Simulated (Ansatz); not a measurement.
**Li+ with BF₄−: structure and interaction energy**

How do Li+ and BF₄− sit together, how strongly do they interact, and which methods get it right?

Computed with Ansatz 0.2.0, Gaussian basis. Level: PBE0-D4 structure, single points in def2-TZVPPD.

Levels: PBE-D4, revPBE-D4, BLYP-D4, r2SCAN-D4, B97M-V, PBE0-D4, B3LYP-D4, HSE06-D4, wB97X-V, wB97M-V, B2PLYP, Hartree-Fock, MP2, CCSD, CCSD(T). The reference is CCSD(T) extrapolated to the basis limit.

Correlated methods freeze the cores. The outer core shell of Li, Na, Mg and K is correlated. B3LYP uses VWN-RPA correlation. B2PLYP carries no dispersion term here.

163 further runs of the same task are left out: 163 set aside as unsound or not needed. Runs told in other sessions of the task aren't counted.

### 1 Starting geometry

The pair, from a GFN2-xTB docking trial: 6 atoms, charge 0, spin multiplicity 1.

Atoms are counted from 1 here; the program's logs count them from 0.

Bond lengths: Li1–B3 2.266 Å, Li1–F4 1.718 Å, Li1–F6 1.701 Å, F2–B3 1.329 Å, B3–F4 1.470 Å, B3–F5 1.332 Å, B3–F6 1.481 Å. Angles: B3–Li1–F4 40.5°, B3–Li1–F6 40.8°, F4–Li1–F6 81.2°, Li1–B3–F2 123.3°, Li1–B3–F4 49.3°, Li1–B3–F5 118.6°, Li1–B3–F6 48.6°, F2–B3–F4 110.1°, F2–B3–F5 118.1°, F2–B3–F6 109.8°, F4–B3–F5 109.8°, F4–B3–F6 97.9°, F5–B3–F6 109.2°, Li1–F4–B3 90.2°, Li1–F6–B3 90.5°.

As a file:

```csv
atom,x (Å),y (Å),z (Å)
Li1,-0.0214,0.0984,-1.7903
F2,1.0018,0.4390,1.2166
B3,0.0062,-0.0300,0.4715
F4,0.5275,-0.9527,-0.5473
F5,-1.0343,-0.5836,1.0919
F6,-0.4798,1.0289,-0.4424
```

Atoms 1 to 1 are fragment A (Li+), the rest fragment B (BF₄−).

### 2 A first relaxation in a small basis

Contents of pre/in.yaml:

```yaml
crystal:
  periodic: [false, false, false]
  atoms:
    - {symbol: Li, position_ang: [-0.021400, 0.098400, -1.790300]}
    - {symbol: F, position_ang: [1.001800, 0.439000, 1.216600]}
    - {symbol: B, position_ang: [0.006200, -0.030000, 0.471500]}
    - {symbol: F, position_ang: [0.527500, -0.952700, -0.547300]}
    - {symbol: F, position_ang: [-1.034300, -0.583600, 1.091900]}
    - {symbol: F, position_ang: [-0.479800, 1.028900, -0.442400]}
basis:
  gaussian: {orbitals: def2-SVP}
hamiltonian: {xc: pbe, dispersion: d4}
relax: {f_tol: 0.03, max_steps: 250}
```

Command:

```bash
$ ansatz run in.yaml --threads 4 --pin off --events-out ev --progress --plain --max-ram 9574MiB
```

Further steps of the session: Relaxation at PBE0-D4; wB97X-V/def2-TZVPPD; wB97M-V/def2-TZVPPD; B2PLYP/def2-TZVPPD; B97M-V/def2-TZVPPD; CCSD(T)/def2-TZVPPD; Hartree-Fock/STO-3G; SPW92/def2-SVP; wB97M-V/def2-SVP; CCSD(T)/def2-SVP; Vibrations of the pair.

**Question.** What will these runs give? Wanted: interaction energy, CCSD(T)/CBS; of it Hartree-Fock; D4 term of PBE0-D4; shortest contact; lowest wavenumber.

**Answer**, as computed:

| quantity | value |
| --- | --- |
| interaction energy, CCSD(T)/CBS | -6509 meV |
| of it Hartree-Fock (basis limit) | -6520 meV |
| D4 term of PBE0-D4 | -11 meV |
| shortest contact | Li1–F6 1.77 Å |
| lowest wavenumber | 95 cm⁻¹ |

**Reading.** The pair is bound by 6509 meV at fixed fragment shapes. Hartree-Fock gives 100 % of it, so electrostatics, induction and charge transfer lead. Among the functionals B2PLYP lands nearest to CCSD(T)/CBS (+2 meV) and revPBE-D4 farthest (+86 meV). By rung, the mean size of the error is: GGA 38, meta-GGA 32, hybrid 31, screened hybrid 30, range-separated hybrid 20, double hybrid 2 meV. The double hybrids carry no dispersion term here, unlike the levels marked D4 or V. PBE-D4 gives an interaction energy 9 meV too high, an error of 0 % of the reference. CCSD(T) moves by -82 meV from triple zeta to the limit; gaps between functionals far smaller than that don't rank them. A lower arrangement may exist.
